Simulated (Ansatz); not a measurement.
# Ga2H2 (quintet): from Hartree-Fock to the top rungs, cc-pVDZ

Aim: climb from Hartree-Fock through coupled cluster and multireference methods for Ga2H2 (quintet) at one geometry and basis, and see what each rung misses.

Computed with Ansatz 0.2.0, Gaussian basis. Level: cc-pVDZ, core rule «outside noble gas», up to 28 orbitals frozen.

To be run: UHF; CCSD(T) on ROHF; CCSD(T) on UHF; BCCD(T) on ROHF; CISD; CCSDT(Q) on ROHF; CCSDT(Q) on UHF; CCSDTQ on ROHF; CCSDTQ on UHF; CASSCF and MRCISD+Q, 8 electrons in 10 orbitals; CASSCF and MRCISD+Q(relaxed), 8 electrons in 10 orbitals; CASSCF and NEVPT2, 8 electrons in 10 orbitals.

14 further runs of the same task are left out: 8 for a known fault of the program, 6 set aside as unsound or not needed.

## Step 1: What is computed

The geometry is a PBE0/def2-TZVP stationary point (not a proven minimum) of the parent state, kept for this charge and spin. No spin-orbit coupling is included. The filled d shell of Ga may be among the frozen orbitals whatever the setting's name suggests; the logs give the count.

4 atoms, charge 0, spin multiplicity 5.

Atoms are counted from 1 here; the program's logs count them from 0.

Bond lengths: Ga1–Ga2 2.482 Å, Ga1–H3 1.564 Å, Ga1–H4 1.564 Å. Angles: Ga2–Ga1–H3 114.7°, Ga2–Ga1–H4 114.7°, H3–Ga1–H4 130.7°.

## Step 2: UHF

in.yaml

```yaml
crystal:
  periodic: [false, false, false]
  atoms:
    - {symbol: Ga, position_ang: [0.000000, 0.000000, -1.214166]}
    - {symbol: Ga, position_ang: [0.000000, 0.000000, 1.268134]}
    - {symbol: H, position_ang: [0.000000, 1.421600, -1.866566]}
    - {symbol: H, position_ang: [0.000000, -1.421600, -1.866566]}
basis:
  gaussian: {orbitals: cc-pVDZ}
magnetization: {spin_polarized: true, initial_magnetization: 4}
hamiltonian: {xc: hf}
output: {orbitals: {seedname: orbitals}}
```

On the command line:

```bash
$ ansatz run in.yaml --threads 1 --pin off --events-out ev --progress --plain --max-ram 4096MiB --backend cpu
```

Further steps of the session: CCSD(T) on ROHF; CCSD(T) on UHF; BCCD(T) on ROHF; CISD; CCSDT(Q) on ROHF; CCSDT(Q) on UHF; CCSDTQ on ROHF; CCSDTQ on UHF; CASSCF and MRCISD+Q, 8 electrons in 10 orbitals; CASSCF and MRCISD+Q(relaxed), 8 electrons in 10 orbitals; CASSCF and NEVPT2, 8 electrons in 10 orbitals.

**Question.** What will the summary of the whole plan be? Wanted: UCCSDTQ below the RHF energy; RMP2 from UCCSDTQ; UMP2 from UCCSDTQ; RCCSD from UCCSDTQ; RCCSD(T) from UCCSDTQ; UCCSD(T) from UCCSDTQ; RCCSDT(Q) from UCCSDTQ; UCCSDT(Q) from UCCSDTQ; NEVPT2 valence from UCCSDTQ.

The runs gave:

| quantity | value |
| --- | --- |
| UCCSDTQ below the RHF energy | -2.8492 eV |
| RMP2 from UCCSDTQ | +818.1 meV |
| UMP2 from UCCSDTQ | +774.2 meV |
| RCCSD from UCCSDTQ | +129.9 meV |
| RCCSD(T) from UCCSDTQ | +67.7 meV |
| UCCSD(T) from UCCSDTQ | +28.9 meV |
| RCCSDT(Q) from UCCSDTQ | +39.3 meV |
| UCCSDT(Q) from UCCSDTQ | +0.6 meV |
| NEVPT2 valence from UCCSDTQ | +575.0 meV |
| MRCISD+Q valence from UCCSDTQ | +49.9 meV |
| MRCISD+Q(relaxed) valence from UCCSDTQ | +20.9 meV |
| levels within 1 kcal/mol (43 meV) | UCCSD(T), RCCSDT, UCCSDT, RCCSDT(Q), UCCSDT(Q), RCCSDTQ, MRCISD+Q(relaxed) valence |
| T1 diagnostic | 0.027 |
| effectively unpaired electrons | 4.02 |

**Reading.** RCCSD(T) lands +67.7 meV from the yardstick (2.4 % of the correlation energy). CCSD(T) misses by +67.7 meV on the restricted determinant and by +28.9 meV on the unrestricted one; the two need not hold the same state or core. One determinant dominates. Of the multireference levels listed MRCISD+Q(relaxed) valence comes nearest in total energy (+20.9 meV), which doesn't show that its space is the better one. These misses are within one basis, not against nature; the frozen cores of restricted and unrestricted runs differ, which can shift their rows.
